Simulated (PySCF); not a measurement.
**C₄H₁₄Si₂: a tour of settings**

Aim: see how C₄H₁₄Si₂ (`C[SiH2][SiH2]C(C)C`) answers to the choice of functional, basis, grid and SCF options, and what happens with inputs that are wrong on purpose.

The runs use PySCF 2.14.0, with density-fitted response routines of our own; the level of theory stands in each step. All values are computed, except where a source is named. Atoms are numbered from 0 throughout.

## Step 1: The molecule as given

20 atoms, charge 0, multiplicity 1; geometry from: GFN2-xTB.

Bonds of the start (Å): C0–Si1 1.90, Si1–Si2 2.32, Si2–C3 1.92, C3–C4 1.53, C3–C5 1.53, C0–H6 1.09, C0–H7 1.09, C0–H8 1.09, Si1–H9 1.47, Si1–H10 1.47, Si2–H11 1.47, Si2–H12 1.47, C3–H13 1.10, C4–H14 1.09, C4–H15 1.09, C4–H16 1.09, C5–H17 1.09, C5–H18 1.09, C5–H19 1.09.

## Step 2: NMR shieldings: PBE0/pcSseg-1

Job settings and geometry (Å):

```
{"job": {"kind": "nmr", "xc": "PBE0", "basis": "pcSseg-1"}, "charge": 0, "multiplicity": 1}
C      2.549065     0.907087     1.333583
Si     1.753807     1.417772    -0.317890
Si     0.422268    -0.277310    -1.162857
C     -0.988822    -0.752491     0.045286
C     -1.859955    -1.869796    -0.520121
C     -1.851327     0.459305     0.385827
H      1.798187     0.726287     2.097909
H      3.127788    -0.005594     1.221364
H      3.218628     1.674984     1.710049
H      1.035653     2.680435    -0.077853
H      2.846275     1.758198    -1.241275
H      1.169345    -1.517322    -1.435510
H     -0.215536     0.085399    -2.438813
H     -0.544935    -1.119840     0.978174
H     -1.264452    -2.751505    -0.746122
H     -2.347171    -1.545233    -1.437315
H     -2.634463    -2.155196     0.191908
H     -1.260180     1.243754     0.854812
H     -2.653376     0.183848     1.070674
H     -2.305946     0.867896    -0.514866
```

Level: GIAO PBE0/pcSseg-1 NMR shielding, non-relativistic, gas phase.

On the command line:

```sh
$ OMP_NUM_THREADS=1 python probes_run.py task.json out
```

This one command runs all jobs of the session in turn.

The program printed:

```text
coarse grid: 16272 points
cycle   1  E = -739.2606161174  dE =  9.078e-02  |g| = 4.651e-01  |ddm| = 3.712e+00
cycle   2  E = -739.2344683815  dE =  2.615e-02  |g| = 5.592e-01  |ddm| = 8.725e-01
cycle   3  E = -739.3180694869  dE = -8.360e-02  |g| = 4.173e-02  |ddm| = 5.206e-01
cycle   4  E = -739.3184339615  dE = -3.645e-04  |g| = 2.115e-02  |ddm| = 5.998e-02
cycle   5  E = -739.3185407921  dE = -1.068e-04  |g| = 4.033e-03  |ddm| = 2.006e-02
cycle   6  E = -739.3185449908  dE = -4.199e-06  |g| = 8.179e-04  |ddm| = 5.209e-03
final grid: 143896 points
cycle   7  E = -739.3535315423  dE = -3.062e-05  |g| = 8.443e-03  |ddm| = 2.419e-02
cycle   8  E = -739.3535210702  dE =  1.047e-05  |g| = 1.049e-02  |ddm| = 1.588e-02
cycle   9  E = -739.3535499749  dE = -2.890e-05  |g| = 6.065e-04  |ddm| = 9.168e-03
cycle  10  E = -739.3535500550  dE = -8.009e-08  |g| = 1.987e-04  |ddm| = 7.242e-04
cycle  11  E = -739.3535500643  dE = -9.346e-09  |g| = 3.706e-05  |ddm| = 1.726e-04
cycle  12  E = -739.3535500647  dE = -3.160e-10  |g| = 1.231e-05  |ddm| = 5.380e-05
converged SCF energy = -739.3535500647

GIAO shielding tensors (ppm)
atom      isotropic    diamagn.    paramagn.     s11        s22        s33       span
  0 C      196.928     253.448     -56.520    190.754    199.379    200.651      9.897
  1 Si     432.155     881.005    -448.850    407.542    416.423    472.500     64.958
  2 Si     408.590     882.503    -473.913    367.798    384.572    473.401    105.603
  3 C      172.189     251.081     -78.892    165.362    174.072    177.133     11.771
  4 C      162.328     246.327     -83.999    145.854    153.967    187.163     41.308
  5 C      164.019     249.859     -85.840    150.093    156.685    185.278     35.185
  6 H       31.603      33.111      -1.508     26.335     30.440     38.035     11.700
  7 H       31.679      31.089       0.590     26.891     29.263     38.882     11.991
  8 H       31.300      28.031       3.268     26.119     27.885     39.896     13.777
  9 H       27.710      30.326      -2.615     24.515     26.116     32.499      7.984
 10 H       27.863      29.521      -1.658     24.032     25.870     33.688      9.656
 11 H       27.862      31.263      -3.401     24.237     26.377     32.971      8.734
 12 H       28.183      31.171      -2.987     24.779     26.888     32.882      8.103
 13 H       30.662      34.690      -4.028     26.701     29.244     36.041      9.341
 14 H       30.315      29.848       0.467     25.327     28.438     37.180     11.853
 15 H       30.786      29.964       0.821     27.068     28.978     36.310      9.242
 16 H       30.346      29.344       1.002     25.815     27.626     37.597     11.782
 17 H       30.405      32.822      -2.417     24.701     30.235     36.278     11.577
 18 H       30.448      31.105      -0.657     26.174     27.651     37.518     11.344
 19 H       30.884      31.877      -0.993     27.521     28.871     36.261      8.740
```

It took 38 s on 1 thread of Arm Neoverse V1, shared host; peak memory 0.84 GiB.

Shifts follow as δ = σ(reference) − σ, with reference shieldings (ppm) from runs at the same level and on the same kind of geometry: 1H TMS 31.72, 13C TMS 186.9, 29Si TMS 349.2. The references are single molecules in the gas phase. Atoms listed in one row are averaged.

```tsv
atoms	environment	σ (ppm)	δ (ppm)	δ scaled to CDCl3
C4, C5	methyl carbon	163.2	23.8	21.3
C3	sp3 CH bonded to Si	172.2	14.7	12.5
C0	methyl carbon bonded to Si	196.9	-10.0	-11.7
H9, H10	hydrogen on a silicon bonded to C, Si	27.79	3.93	–
H11, H12	hydrogen on a silicon bonded to C, Si	28.02	3.69	–
H14, H15, H16, H17, H18, H19	hydrogen on a methyl carbon	30.53	1.19	1.22
H13	hydrogen on an sp3 CH bonded to Si	30.66	1.05	1.10
H6, H7, H8	hydrogen on a methyl carbon bonded to Si	31.53	0.19	0.28
Si2	silicon bonded to C, Si, 2 H	408.6	-59.4	–
Si1	silicon bonded to C, Si, 2 H	432.2	-83.0	–
```

The scaled column applies a straight-line fit of computed shieldings to shifts measured in CDCl3 (root-mean-square error 0.16 ppm for H, 1.9 ppm for C).

The run also stored atomic charges by several schemes (e):

```tsv
atoms	Mulliken	IAO	Hirshfeld	ESP fit
C0	-0.62	-0.70	-0.21	-0.51
Si1	0.30	0.45	0.25	0.46
Si2	0.34	0.43	0.24	-0.04
C3	-0.60	-0.34	-0.10	0.41
C4, C5	-0.24	-0.41	-0.12	-0.53
```

Mayer bond orders: C0–Si1 0.94, Si1–Si2 0.92, Si2–C3 0.88, C3–C4 1.04, C3–C5 1.02.

The fields below are evaluated on a grid from the run's orbitals.

Frontier orbitals at PBE0/pcSseg-1, with the share of their density that lies nearest to each atom:

```tsv
orbital	energy (eV)	lies on
HOMO	-7.84	Si2 23 %; C3 22 %; Si1 16 %
LUMO	0.21	Si1, Si2 about 14 % each; H10, H12 about 10 % each; 4 H atoms about 6 % each
```

ELF in a plane through or near 5 of the atoms.

Values, 10 rows by 14 columns:
```
0.00 0.00 0.00 0.00 0.00 0.00 0.00 0.00 0.00 0.00 0.00 0.00 0.00 0.00
0.00 0.00 0.00 0.00 0.00 0.00 0.00 0.00 0.00 0.00 0.00 0.00 0.00 0.00
0.00 0.00 0.00 0.00 0.00 0.00 0.10 0.77 0.13 0.72 0.07 0.00 0.00 0.00
0.00 0.00 0.00 0.00 0.03 0.05 0.53 1.00 0.45 0.84 0.13 0.00 0.00 0.00
0.00 0.00 0.04 0.08 0.38 0.36 0.05 0.12 0.71 0.24 0.02 0.01 0.00 0.00
0.00 0.00 0.01 0.18 0.08 0.30 0.88 0.46 0.62 0.25 0.98 0.37 0.00 0.00
0.00 0.00 0.01 0.57 0.71 0.67 0.18 0.70 0.25 0.16 0.98 0.41 0.00 0.00
0.00 0.00 0.00 0.26 0.18 0.05 0.68 0.83 0.14 0.01 0.03 0.00 0.00 0.00
0.00 0.00 0.00 0.00 0.00 0.00 0.33 0.53 0.04 0.00 0.00 0.00 0.00 0.00
0.00 0.00 0.00 0.00 0.00 0.00 0.00 0.00 0.00 0.00 0.00 0.00 0.00 0.00
```
The map spans 13.0 Å across and 10.0 Å up, centred on the molecule. Atoms in the plane (x, y in Å): Si1 (-2.1, -0.3), Si2 (0.0, -1.2), C5 (1.3, 1.4), H15 (3.0, -0.7), H17 (0.3, 1.9).

On the surface of density 0.002 e/bohr³ the electrostatic potential runs, from the 1st to the 99th percentile, from -0.14 to 0.74 V.

## Step 3: TDDFT and polarisability: PBE0/def2-SVPD

Settings changed since step 2:

```diff
@@ -1,2 +1,2 @@
-{"job": {"kind": "nmr", "xc": "PBE0", "basis": "pcSseg-1"}, "charge": 0, "multiplicity": 1}
+{"job": {"kind": "uv", "xc": "PBE0", "basis": "def2-SVPD", "nstates": 6, "ntriplets": 2}, "charge": 0, "multiplicity": 1}
 C      2.549065     0.907087     1.333583
```

Method: TDDFT PBE0/def2-SVPD, vertical, gas phase, core orbitals frozen in the response.

The program printed:

```text
coarse grid: 16272 points
cycle   1  E = -738.9615751413  dE =  4.716e-02  |g| = 4.426e-01  |ddm| = 5.439e+00
cycle   2  E = -738.9372060077  dE =  2.437e-02  |g| = 5.330e-01  |ddm| = 1.292e+00
cycle   3  E = -739.0154341017  dE = -7.823e-02  |g| = 4.204e-02  |ddm| = 7.131e-01
cycle   4  E = -739.0158245000  dE = -3.904e-04  |g| = 2.267e-02  |ddm| = 1.065e-01
cycle   5  E = -739.0159543870  dE = -1.299e-04  |g| = 3.939e-03  |ddm| = 3.586e-02
cycle   6  E = -739.0159588635  dE = -4.477e-06  |g| = 8.223e-04  |ddm| = 9.033e-03
final grid: 143896 points
cycle   7  E = -739.1112014212  dE = -3.275e-05  |g| = 8.193e-03  |ddm| = 9.709e-02
cycle   8  E = -739.1111908194  dE =  1.060e-05  |g| = 1.027e-02  |ddm| = 2.399e-02
cycle   9  E = -739.1112194003  dE = -2.858e-05  |g| = 5.835e-04  |ddm| = 1.331e-02
cycle  10  E = -739.1112194895  dE = -8.923e-08  |g| = 1.638e-04  |ddm| = 1.112e-03
cycle  11  E = -739.1112194960  dE = -6.449e-09  |g| = 3.690e-05  |ddm| = 3.118e-04
cycle  12  E = -739.1112194964  dE = -4.047e-10  |g| = 1.180e-05  |ddm| = 9.647e-05
converged SCF energy = -739.1112194964

Static polarisability (au): isotropic 107.622, principal 95.918 101.120 125.830

Singlet excitations
state   eV       nm        f      main configurations
  1   6.7532    183.6   0.03638   H->L 0.91
  2   6.9466    178.5   0.01463   H->L+1 0.91
  3   7.2557    170.9   0.02183   H-1->L 0.78, H-1->L+1 0.13
  4   7.4673    166.0   0.02626   H-1->L+1 0.66, H-1->L 0.16, H->L+2 0.11
  5   7.6098    162.9   0.01059   H->L+2 0.65, H->L+3 0.20
  6   7.7825    159.3   0.33716   H->L+3 0.68, H->L+2 0.13

Triplet excitations (Tamm-Dancoff, eV): 6.0364 6.1389
```

Run time: 55 s. Hardware: 1 thread of Arm Neoverse V1, shared host; peak memory 0.98 GiB.

The orbitals next to the gap, with their largest atomic shares:

```tsv
orbital	eV	atoms
HOMO−3	-9.30	Si1 26 %, H10 20 %, C0 14 %
HOMO−2	-8.98	C0 21 %, Si1 20 %, Si2 14 %
HOMO−1	-8.35	Si2 26 %, C3 15 %, Si1 13 %
HOMO	-7.78	Si2 25 %, C3 20 %, Si1 19 %
LUMO	0.08	Si1 21 %, Si2 18 %, C0 14 %
LUMO+1	0.28	Si2 25 %, Si1 24 %, H11 12 %
LUMO+2	0.85	Si1 22 %, Si2 21 %, C5 7 %
```

With each of the 6 states as a Gaussian band of 0.4 eV half-width at 1/e, the curve within the window shown has maxima at 159 nm (ε 15,000) L/(mol cm). Beyond the last state computed it falls off for lack of states. The curve at chosen wavelengths:

nm, ε (L/mol/cm) and a bar:
```
      153       7997 ################
      155      11164 #######################
      157      13638 ############################
      159      14760 ##############################
      161      14338 #############################
      163      12679 ##########################
      165      10382 #####################
      166       9186 ###################
      168       6988 ##############
      170       5258 ##########
      172       4058 ########
      174       3312 ######
      176       2888 ######
      178       2649 #####
      180       2482 #####
      182       2312 ####
      184       2099 ####
      186       1838 ###
      188       1542 ###
      189       1389 ###
      191       1090 ##
      193        818 #
      195        588 #
      197        405 
      199        268 
      201        171
```

Leading natural transition orbitals of singlet state 6: the hole lies on C3 25 %; Si2 22 %; Si1 13 %; the particle on H10 17 %; H12, H15, H16 about 10 % each; Si1, Si2 about 9 % each.

Leading natural transition orbitals of singlet state 1: the hole lies on Si2 24 %; C3 21 %; Si1 17 %; the particle on Si1 13 %; Si2 10 %; 5 H atoms about 9 % each.

Further results of this job:

```tsv
property	computed
dipole moment (D)	1.05
polarisability (Å³)	15.95
HOMO–LUMO gap (eV)	7.86
−ε(HOMO) (eV)	7.78
```

## Step 4: TDDFT and polarisability: PBE/IGLO-II

Settings changed since step 3:

```diff
@@ -1,2 +1,2 @@
-{"job": {"kind": "uv", "xc": "PBE0", "basis": "def2-SVPD", "nstates": 6, "ntriplets": 2}, "charge": 0, "multiplicity": 1}
+{"job": {"kind": "uv", "xc": "PBE", "basis": "IGLO-II", "nstates": 25, "ntriplets": 5, "tda": true}, "charge": 0, "multiplicity": 1}
 C      2.549065     0.907087     1.333583
```

Method: TDA PBE/IGLO-II, vertical, gas phase, core orbitals frozen in the response.

The program printed:

```text
coarse grid: 16272 points
cycle   1  E = -739.1596031006  dE = -1.433e-02  |g| = 7.355e-01  |ddm| = 3.127e+00
cycle   2  E = -738.8976508938  dE =  2.620e-01  |g| = 1.199e+00  |ddm| = 1.477e+00
cycle   3  E = -739.2910533347  dE = -3.934e-01  |g| = 1.334e-01  |ddm| = 1.095e+00
cycle   4  E = -739.2952453909  dE = -4.192e-03  |g| = 6.616e-02  |ddm| = 1.933e-01
cycle   5  E = -739.2962861837  dE = -1.041e-03  |g| = 1.476e-02  |ddm| = 5.719e-02
cycle   6  E = -739.2963404109  dE = -5.423e-05  |g| = 4.086e-03  |ddm| = 1.836e-02
cycle   7  E = -739.2963450313  dE = -4.620e-06  |g| = 1.073e-03  |ddm| = 5.161e-03
final grid: 143896 points
cycle   8  E = -739.3164394131  dE = -9.548e-05  |g| = 1.456e-02  |ddm| = 3.382e-02
cycle   9  E = -739.3163368491  dE =  1.026e-04  |g| = 2.430e-02  |ddm| = 2.744e-02
cycle  10  E = -739.3164901794  dE = -1.533e-04  |g| = 1.991e-03  |ddm| = 1.930e-02
cycle  11  E = -739.3164912144  dE = -1.035e-06  |g| = 6.086e-04  |ddm| = 2.311e-03
cycle  12  E = -739.3164912968  dE = -8.243e-08  |g| = 1.273e-04  |ddm| = 4.605e-04
cycle  13  E = -739.3164913013  dE = -4.427e-09  |g| = 3.920e-05  |ddm| = 1.777e-04
cycle  14  E = -739.3164913017  dE = -4.138e-10  |g| = 9.297e-06  |ddm| = 4.453e-05
converged SCF energy = -739.3164913017

Static polarisability (au): isotropic 106.109, principal 93.998 99.314 125.016

Singlet excitations
state   eV       nm        f      main configurations
  1   6.2163    199.5   0.02279   H->L 0.57, H->L+1 0.35
  2   6.4750    191.5   0.03144   H->L+1 0.56, H->L 0.33
  3   6.7508    183.7   0.01901   H-1->L 0.85
  4   6.9971    177.2   0.01452   H-1->L+1 0.64, H-2->L 0.18
  5   7.2627    170.7   0.03951   H-2->L 0.66, H-1->L+1 0.10
  6   7.3690    168.3   0.00772   H->L+3 0.76, H-2->L+1 0.15
  7   7.4134    167.2   0.15197   H->L+2 0.67, H-3->L 0.08
  8   7.4708    166.0   0.01957   H-4->L 0.53, H-3->L 0.14, H-3->L+1 0.12
  9   7.5867    163.4   0.07129   H-3->L 0.48, H-3->L+1 0.20
 10   7.5890    163.4   0.04043   H-4->L 0.30, H-2->L+1 0.26, H-5->L 0.12
 11   7.6599    161.9   0.00735   H-5->L 0.62, H-3->L+1 0.10, H-4->L+1 0.08
 12   7.6759    161.5   0.02490   H-3->L+1 0.28, H-5->L 0.21, H-2->L+1 0.13
 13   7.7423    160.1   0.00843   H->L+4 0.68, H-5->L+1 0.17
 14   7.7870    159.2   0.01484   H-4->L+1 0.44, H-5->L+1 0.19, H-6->L+1 0.09
 15   7.8458    158.0   0.00115   H-1->L+3 0.34, H-1->L+2 0.33, H-6->L 0.11
 16   7.8695    157.6   0.01323   H->L+5 0.66, H-5->L+1 0.09, H-6->L 0.09
 17   7.8998    156.9   0.02641   H-5->L+1 0.25, H-6->L 0.23, H-1->L+2 0.14
 18   7.9509    155.9   0.04206   H-6->L 0.28, H->L+5 0.15, H-1->L+2 0.10
 19   8.0671    153.7   0.11125   H->L+6 0.32, H-1->L+3 0.18, H-6->L+1 0.17
 20   8.2463    150.4   0.23309   H->L+6 0.44, H-1->L+4 0.21
 21   8.2611    150.1   0.00691   H-6->L+1 0.40, H-2->L+2 0.10, H-1->L+4 0.09
 22   8.3046    149.3   0.00238   H-2->L+2 0.56, H-2->L+3 0.11, H-1->L+4 0.09
 23   8.3659    148.2   0.11670   H-2->L+3 0.23, H-2->L+2 0.22, H-1->L+4 0.18
 24   8.4041    147.5   0.01066   H-1->L+5 0.55, H-1->L+4 0.24
 25   8.4380    146.9   0.04560   H->L+7 0.67, H-2->L+3 0.17

Triplet excitations (Tamm-Dancoff, eV): 5.6750 5.8316 6.2432 6.3908 6.8314
```

Run time: 52 s. Hardware: 1 thread of Arm Neoverse V1, shared host; peak memory 0.74 GiB.

This run: HOMO -6.63 eV, LUMO -0.63 eV; lowest singlet 6.22 eV.

## Step 5: Shielding tensors: OPBE/pcX-1

Settings changed since step 4:

```diff
@@ -1,2 +1,2 @@
-{"job": {"kind": "uv", "xc": "PBE", "basis": "IGLO-II", "nstates": 25, "ntriplets": 5, "tda": true}, "charge": 0, "multiplicity": 1}
+{"job": {"kind": "nmr", "xc": "OPBE", "basis": "pcX-1", "pop": true, "scf": {"guess": "1e", "max_cycle": 50}, "grid": 0}, "charge": 0, "multiplicity": 1}
 C      2.549065     0.907087     1.333583
```

Method: OPBE/pcX-1.

The program printed:

```text
KeyError: 'Element h (Z=1) not found in basis pcX-1 version 1'
```

It took 0.02 s on 1 thread of Arm Neoverse V1, shared host.

Why it failed: The basis pcX-1 has no functions for an element of the molecule, so the input was refused before any integral. Cure: choose a basis that covers all elements.

## Step 6: TDDFT and polarisability: PBE0/STO-3G

Settings changed since step 5:

```diff
@@ -1,2 +1,2 @@
-{"job": {"kind": "nmr", "xc": "OPBE", "basis": "pcX-1", "pop": true, "scf": {"guess": "1e", "max_cycle": 50}, "grid": 0}, "charge": 0, "multiplicity": 1}
+{"job": {"kind": "uv", "xc": "PBE0", "basis": "STO-3G", "nstates": 25, "ntriplets": 0, "tda": true, "scf": {"conv": 1e-11}}, "charge": 0, "multiplicity": 1}
 C      2.549065     0.907087     1.333583
```

Method: TDA PBE0/STO-3G, vertical, gas phase, core orbitals frozen in the response.

The program printed:

```text
final grid: 143896 points
cycle   1  E = -730.8481752581  dE = -2.694e-01  |g| = 2.890e-01  |ddm| = 4.939e+00
cycle   2  E = -730.8557677405  dE = -7.592e-03  |g| = 2.460e-01  |ddm| = 7.409e-01
cycle   3  E = -730.8751124921  dE = -1.934e-02  |g| = 1.468e-02  |ddm| = 3.541e-01
cycle   4  E = -730.8751693913  dE = -5.690e-05  |g| = 7.008e-03  |ddm| = 2.868e-02
cycle   5  E = -730.8751839284  dE = -1.454e-05  |g| = 6.034e-04  |ddm| = 9.286e-03
cycle   6  E = -730.8751840484  dE = -1.200e-07  |g| = 2.059e-04  |ddm| = 1.180e-03
cycle   7  E = -730.8751840621  dE = -1.377e-08  |g| = 2.190e-05  |ddm| = 3.129e-04
cycle   8  E = -730.8751840623  dE = -1.601e-10  |g| = 5.046e-06  |ddm| = 4.003e-05
cycle   9  E = -730.8751840623  dE = -1.160e-11  |g| = 4.447e-07  |ddm| = 8.933e-06
cycle  10  E = -730.8751840623  dE =  2.046e-12  |g| = 5.356e-08  |ddm| = 8.883e-07
converged SCF energy = -730.8751840623

Static polarisability (au): isotropic 46.403, principal 40.492 43.024 55.695

Singlet excitations
state   eV       nm        f      main configurations
  1  11.3502    109.2   0.22092   H->L 0.56, H-1->L 0.41
  2  12.0793    102.6   0.21469   H-2->L 0.66, H-1->L 0.16, H->L 0.08
  3  12.3829    100.1   0.57504   H->L+1 0.48, H-1->L 0.19, H->L+2 0.09
  4  12.4838     99.3   0.20005   H-3->L 0.32, H->L+1 0.16, H-1->L+1 0.15
  5  12.5530     98.8   0.21391   H->L+2 0.66, H-2->L 0.19
  6  12.6886     97.7   0.37541   H-3->L 0.60, H->L 0.10, H-1->L+1 0.09
  7  12.7731     97.1   0.00402   H-4->L 0.95
  8  13.2053     93.9   0.09053   H-2->L+1 0.37, H-1->L+2 0.34, H-1->L+1 0.14
  9  13.2775     93.4   0.33387   H-1->L+1 0.33, H-5->L 0.17, H->L+1 0.14
 10  13.4491     92.2   0.02054   H-5->L 0.57, H-6->L 0.31
 11  13.5369     91.6   0.09348   H-6->L 0.55, H-5->L 0.16, H-1->L+1 0.12
 12  13.8129     89.8   0.10644   H-2->L+1 0.26, H-1->L+2 0.22, H-3->L+2 0.21
 13  13.9465     88.9   0.09964   H-4->L+1 0.42, H-1->L+2 0.20, H-3->L+1 0.13
 14  14.2378     87.1   0.03925   H-3->L+1 0.53, H-2->L+2 0.12
 15  14.3592     86.3   0.37297   H-2->L+2 0.47, H-3->L+2 0.09
 16  14.4755     85.7   0.02427   H-5->L+1 0.67
 17  14.5645     85.1   0.08250   H-6->L+1 0.33, H-5->L+1 0.21, H->L+3 0.11
 18  14.6799     84.5   0.16901   H-6->L+1 0.45, H-3->L+2 0.23
 19  14.6988     84.3   0.00221   H-4->L+2 0.41, H->L+4 0.20, H->L+3 0.09
 20  14.9177     83.1   0.00552   H->L+4 0.33, H->L+5 0.24, H-4->L+2 0.09
 21  14.9614     82.9   0.24205   H->L+3 0.38, H-7->L 0.13, H-4->L+2 0.11
 22  15.0349     82.5   0.01002   H-7->L 0.82
 23  15.0605     82.3   0.06819   H->L+6 0.43, H-9->L 0.19
 24  15.0811     82.2   0.03300   H-8->L 0.50, H-5->L+2 0.12, H-6->L+2 0.09
 25  15.1323     81.9   0.01853   H-9->L 0.68, H->L+6 0.11
```

It took 7 s on 1 thread of Arm Neoverse V1, shared host.

This run: HOMO -5.96 eV, LUMO 6.28 eV; lowest singlet 11.35 eV.

## Step 7: Run by run: electronic excitations

Excitations and ground-state properties, with basis size and wall time:

```tsv
run	lowest singlet (eV)	brightest (eV)	f	gap (eV)	α (Å³)	μ (D)	functions	time
PBE0/def2-SVPD	6.75	7.78	0.337	7.86	15.95	1.05	240	55 s
PBE/IGLO-II	6.22	8.25	0.233	6.00	15.72	1.08	242	52 s
PBE0/STO-3G	11.35	12.38	0.575	12.24	6.88	0.11	52	7 s
```

## Step 8: Results

| quantity | value |
| --- | --- |
| 13C shifts against TMS (PBE0/pcSseg-1, means over atoms taken as alike) | 23.8, 14.7, -10.0 ppm |
| 1H shifts against TMS (PBE0/pcSseg-1, means over atoms taken as alike) | 3.93, 3.69, 1.19, 1.05, 0.19 ppm |
| 29Si shifts against TMS (PBE0/pcSseg-1) | -59.4, -83.0 ppm |
| surface potential, 1st and 99th percentile | -0.14 V and 0.74 V |
| lowest singlet (PBE0/def2-SVPD) | 6.75 eV (184 nm), f = 0.036 |
| brightest single state of those computed | state 6, 7.78 eV, f = 0.337 |
| lowest triplet | 6.04 eV |
| range of the lowest singlet | 6.22 to 11.35 eV |
| property runs in this session | 5, of which 1 failed and 1 gave unsound results |

In words: Single values in the summary come from the first run of each kind that ended normally (PBE0/pcSseg-1; PBE0/def2-SVPD), which need not be the best level. At PBE0/pcSseg-1: Shielding is most anisotropic at Si2 (span 106 ppm, paramagnetic term -474 ppm). The lowest singlet, at 6.75 eV, is HOMO→LUMO 0.91 and is weak; of the 6 states computed, the strongest absorption comes from state 6 at 7.78 eV (the last computed, so partners may be missing). The lowest triplet lies 0.72 eV below the lowest singlet (triplets in Tamm-Dancoff, singlets in full TDDFT). States above −ε(HOMO) lie where TDDFT describes them poorly and they hang on the basis; the brightest is among them. The lowest singlet runs from 6.22 eV (PBE/IGLO-II) to 11.35 eV (PBE0/STO-3G), while the orbital gap spans 6.00 to 12.24 eV. A minimal basis can't describe excited states, so its value is no measure of the functional. The lowest state need not be the same one in every run. The runs solved for a few states only, so the brightest column depends on that window.
